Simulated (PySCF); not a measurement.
# From one method to the next for ZnAs (quartet)

Starting from one script, swap the method and compare what comes out for ZnAs (quartet).

Program: PySCF 2.14.0. Level of theory: method and basis as typed in the scripts. These are calculated values, not measurements.

1 further run of the same task is left out (it didn't finish).

### Step 1. The starting structure

ZnAs (quartet): 2 atoms, charge 0, spin multiplicity 4.

Bond lengths: Zn1–As2 2.129 Å.

### Step 2. The base run

input.py

```python
from pyscf import gto, dft

mol = gto.M(
    atom='Zn 0 0 0; As 0 0 2.129',
    basis='3-21g',
    charge=0,
    spin=3,
    verbose=3,
)
mf = dft.UKS(mol, xc='olyp')
mf.kernel()
mf.stability(internal=True, external=True)
mf.dip_moment()
print('orbital energies (hartree):', [e[max(0, n-3):n+3].round(4) for e, n in zip(mf.mo_energy, mol.nelec)])
```

Command:

```console
$ OMP_NUM_THREADS=1 python input.py
```

### Step 3. M06

Run 1 changes functional: olyp → m06.

Edit input.py of step 2 so:

```diff
@@ -9,3 +9,3 @@
 )
-mf = dft.UKS(mol, xc='olyp')
+mf = dft.UKS(mol, xc='m06')
 mf.kernel()
```

### Step 4. Wb97x

Run 2 changes functional: olyp → wb97x.

Edit input.py of step 2 so:

```diff
@@ -9,3 +9,3 @@
 )
-mf = dft.UKS(mol, xc='olyp')
+mf = dft.UKS(mol, xc='wb97x')
 mf.kernel()
```

What does the calculation give? Wanted: for each run, E(SCF); from base; gap, α spin; SCF dipole; after the SCF.

The runs gave:

```csv
run,E(SCF) (hartree),from base (eV),"gap, α spin (eV)",SCF dipole (D),after the SCF
base,-3996.669794,0,2.83,0.06,unstable: UHF/UKS -> GHF/GKS
m06,-3995.367645,not comparable,4.18,0.14,unstable: UHF/UKS -> GHF/GKS
wb97x,-3995.574762,not comparable,7.96,0.39,unstable: UHF/UKS -> GHF/GKS
```

**Reading.** The α-spin gap between the frontier levels is 2.8 eV with olyp (0 % exact exchange) and 4.2 eV with m06 (27 %): exact exchange opens it. Total energies of different functionals can't be compared with each other; differences within one functional can.
